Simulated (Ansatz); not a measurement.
# TiSi16: the cost of one run

Method: DFT PBE, plane waves, PAW, scalar-relativistic, no spin polarisation, in Ansatz 0.2.0.

## Step 1: The system as given

The cell holds 17 atoms (Si16Ti): a = 7.679 Å, b = 7.679 Å, c = 7.679 Å, α = 60.00°, β = 60.00°, γ = 60.00°.

Coordinates:

```cif
data_structure
_symmetry_space_group_name_H-M 'P 1'
_symmetry_Int_Tables_number 1
_cell_length_a 7.6792
_cell_length_b 7.6792
_cell_length_c 7.6792
_cell_angle_alpha 60.000
_cell_angle_beta 60.000
_cell_angle_gamma 60.000
_cell_volume 320.21
loop_
_atom_site_label
_atom_site_type_symbol
_atom_site_fract_x
_atom_site_fract_y
_atom_site_fract_z
_atom_site_occupancy
Si1 Si 0.00000 0.00000 0.00000 1
Si2 Si 0.12500 0.12500 0.12500 1
Si3 Si 0.00000 0.00000 0.50000 1
Si4 Si 0.12500 0.12500 0.62500 1
Si5 Si 0.00000 0.50000 0.00000 1
Si6 Si 0.12500 0.62500 0.12500 1
Si7 Si 0.00000 0.50000 0.50000 1
Si8 Si 0.12500 0.62500 0.62500 1
Si9 Si 0.50000 0.00000 0.00000 1
Si10 Si 0.62500 0.12500 0.12500 1
Si11 Si 0.50000 0.00000 0.50000 1
Si12 Si 0.62500 0.12500 0.62500 1
Si13 Si 0.50000 0.50000 0.00000 1
Si14 Si 0.62500 0.62500 0.12500 1
Si15 Si 0.50000 0.50000 0.50000 1
Si16 Si 0.62500 0.62500 0.62500 1
Ti1 Ti 0.74898 0.75874 0.74030 1
```

## Step 2: Relaxing the start

input.yaml reads:

```yaml
accuracy: low
crystal:
  lattice:
    - [0.0, 5.43, 5.43]
    - [5.43, 0.0, 5.43]
    - [5.43, 5.43, 0.0]
  atoms:
    - { symbol: Si, position: [0.0, 0.0, 0.0] }
    - { symbol: Si, position: [0.125, 0.125, 0.125] }
    - { symbol: Si, position: [0.0, 0.0, 0.5] }
    - { symbol: Si, position: [0.125, 0.125, 0.625] }
    - { symbol: Si, position: [0.0, 0.5, 0.0] }
    - { symbol: Si, position: [0.125, 0.625, 0.125] }
    - { symbol: Si, position: [0.0, 0.5, 0.5] }
    - { symbol: Si, position: [0.125, 0.625, 0.625] }
    - { symbol: Si, position: [0.5, 0.0, 0.0] }
    - { symbol: Si, position: [0.625, 0.125, 0.125] }
    - { symbol: Si, position: [0.5, 0.0, 0.5] }
    - { symbol: Si, position: [0.625, 0.125, 0.625] }
    - { symbol: Si, position: [0.5, 0.5, 0.0] }
    - { symbol: Si, position: [0.625, 0.625, 0.125] }
    - { symbol: Si, position: [0.5, 0.5, 0.5] }
    - { symbol: Si, position: [0.625, 0.625, 0.625] }
    - { symbol: Ti, position: [0.7489795, 0.7587382, 0.7402973] }
basis:
  ecutwfc: 420.0
kpoints:
  mp_grid: { grid: [2, 2, 2] }
hamiltonian:
  xc: pbe
  pseudopotentials: { kind: paw, azcp: { folder: soft_1 } }
scf:
  occupations: { method: fermi_dirac, width: 0.02 }
  lower_state_search: "off"
relax:
  f_tol: 0.08
  max_steps: 25
  adjacent_minimum: "off"
output:
  write_density: true
  write_potential: true
  elf: true
  volumetric_format: npy
```

On the command line:

```console
ansatz run input.yaml --threads 1 --pin off --max-ram 3072MiB --backend cpu --events-out ev --progress --plain --runs-dir out
```

Q: Estimate wall time and peak memory on 1 thread of Arm Neoverse V1, shared host.

About 36 s, with a peak of 0.55 GiB.
